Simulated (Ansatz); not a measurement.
# BH4NO2 + H2O: a complex and its separated parts

The complex below is one end of an elementary step. How strongly is it bound against its free parts?

Method: PBE0-D4/def2-TZVP structures, single points in def2-TZVPP, no counterpoise correction; program: Ansatz 0.2.0, Gaussian basis.

Levels: SPW92, PBE-D4, BLYP-D4, r2SCAN-D4, B97M-V, PBE0-D4, B3LYP-D4, r2SCAN0-D4, BHLYP-D4, CAM-B3LYP-D4, wB97X-V, wB97M-V, B2PLYP, PBE-QIDH, RPA on PBE, Hartree-Fock, MP2, CCSD, CCSD(T).

Correlated methods freeze the cores. B3LYP uses VWN-RPA correlation. B2PLYP carries no dispersion term here.

94 further runs of the same task are left out: 94 set aside as unsound or not needed.

### Step 1. Starting geometry

The complex: 11 atoms, charge 0, spin multiplicity 1.

Atoms are counted from 1 here; the program's logs count them from 0.

Bond lengths: B1–N2 1.435 Å, B1–O3 1.370 Å, B1–O4 1.366 Å, N2–H7 1.007 Å, N2–H8 1.007 Å, O3–H9 0.960 Å, O4–H10 0.968 Å, H5–O6 0.969 Å, O6–H11 0.959 Å. Angles: N2–B1–O3 117.9°, N2–B1–O4 122.5°, O3–B1–O4 119.5°, B1–N2–H7 119.1°, B1–N2–H8 117.4°, H7–N2–H8 111.8°, B1–O3–H9 111.0°, B1–O4–H10 112.2°, H5–O6–H11 106.4°.

Coordinates:

```xyz
11

B    -0.1444    0.4021   -0.9138
N     1.1103   -0.0926   -0.4241
O    -0.4025    0.2799   -2.2534
O    -1.0957    0.9351   -0.0904
H     0.2777   -0.9857    1.3751
O    -0.1424   -0.5628    2.1390
H     1.5529    0.3744    0.3508
H     1.7822   -0.4072   -1.1047
H    -1.3039    0.5403   -2.4555
H    -0.9215    0.7417    0.8422
H    -0.7125   -1.2253    2.5349
```

Its parts: BH4NO2 holds atoms 1, 2, 3, 4, 7, 8, 9, 10; H2O holds atoms 5, 6, 11. Each part counts its atoms afresh in its own runs.

### Step 2. Relaxing BH4NO2 alone

relax-a/in.yaml

```yaml
crystal:
  periodic: [false, false, false]
  atoms:
    - {symbol: B, position_ang: [-0.144430, 0.402057, -0.913812]}
    - {symbol: N, position_ang: [1.110282, -0.092552, -0.424118]}
    - {symbol: O, position_ang: [-0.402541, 0.279885, -2.253409]}
    - {symbol: O, position_ang: [-1.095724, 0.935061, -0.090382]}
    - {symbol: H, position_ang: [1.552876, 0.374435, 0.350800]}
    - {symbol: H, position_ang: [1.782241, -0.407196, -1.104744]}
    - {symbol: H, position_ang: [-1.303915, 0.540326, -2.455542]}
    - {symbol: H, position_ang: [-0.921498, 0.741652, 0.842210]}
basis:
  gaussian: {orbitals: def2-TZVP}
hamiltonian: {xc: pbe0, dispersion: d4}
relax: {f_tol: 0.005, max_steps: 200}
```

Command:

```sh
$ ansatz run in.yaml --threads 4 --pin off --events-out ev --progress --plain --max-ram 9574MiB
```

The runs that follow: Relaxing H2O alone; SPW92/def2-TZVPP; PBE-D4/def2-TZVPP; BLYP-D4/def2-TZVPP; r2SCAN-D4/def2-TZVPP; B97M-V/def2-TZVPP; PBE0-D4/def2-TZVPP; B3LYP-D4/def2-TZVPP; r2SCAN0-D4/def2-TZVPP; BHLYP-D4/def2-TZVPP; CAM-B3LYP-D4/def2-TZVPP; wB97X-V/def2-TZVPP; wB97M-V/def2-TZVPP; B2PLYP/def2-TZVPP; PBE-QIDH/def2-TZVPP; RPA on PBE/def2-TZVPP; CCSD(T)/def2-TZVPP; Vibrations of BH4NO2; Vibrations of H2O.

What does the calculation give? Wanted: complex less parts, CCSD(T)/def2-TZVPP; with zero-point energy; largest T1 diagnostic.

The runs gave:

| quantity | value |
| --- | --- |
| complex less parts, CCSD(T)/def2-TZVPP | -30.8 kJ/mol |
| with zero-point energy | -19.5 kJ/mol |
| largest T1 diagnostic | 0.011 |

In words: At CCSD(T) the complex lies 30.8 kJ/mol below its parts. The functionals run from BHLYP-D4, off by +0.6 kJ/mol, to SPW92, off by -23.9 kJ/mol, against CCSD(T). Mean unsigned error by rung: LDA 23.9, GGA 4.2, meta-GGA 3.0, hybrid 1.4, range-separated hybrid 2.0, double hybrid 1.9 kJ/mol. PBE-D4 gives a relative energy 5.8 kJ/mol too low, outside chemical accuracy (1 kcal/mol, 4.2 kJ/mol). No counterpoise was applied, and triple zeta lacks some correlation, so the CCSD(T) reference has a basis error of its own, and close matches with it are partly luck.
